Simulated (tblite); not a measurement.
# C2H7BO3: the cost of one run

Computed with tblite 0.8.0 and PySCF 2.14.0, with density-fitted response routines of our own, on a single molecule in the gas phase. Atoms count from 0, in the outputs and in this text.

## (1) The molecule as given

13 atoms, charge 0, multiplicity 1; geometry from: force field or distance geometry start.

Bonds of the start (Å): C0–O1 1.37, O1–C2 1.37, C2–B3 1.63, B3–O4 1.48, B3–O5 1.47, C0–H6 1.10, C0–H7 1.13, C0–H8 1.12, C2–H9 1.09, C2–H10 1.13, O4–H11 1.01, O5–H12 0.98.

## (2) Relaxing the molecule with GFN2-xTB

Job settings and geometry (Å):

```
{"job": {"kind": "relax", "xc": "GFN2-xTB", "basis": "xTB"}, "charge": 0, "multiplicity": 1}
C      1.875300     0.284300    -0.307600
O      1.000500    -0.295900     0.568900
C     -0.085200    -0.937800     0.045100
B     -1.006500     0.099300    -0.805100
O     -2.424900    -0.313200    -0.915600
O     -0.840700     1.491600    -0.360500
H      2.330600    -0.392600    -1.052200
H      2.734900     0.722600     0.286300
H      1.443500     1.163300    -0.843800
H      0.104800    -1.850800    -0.517700
H     -0.765200    -1.236800     0.891300
H     -2.714900    -0.516600     0.026000
H     -1.656400     1.783000     0.105700
```

Run with:

```bash
$ OMP_NUM_THREADS=1 python probes_run.py task.json out
```

This one command runs all jobs of the session in turn.

**Question.** How long does this first job take on 1 thread of Intel Xeon at 2.70GHz, shared host, and how much memory does it need?

About 1.6 s, with a peak of 0.18 GiB.
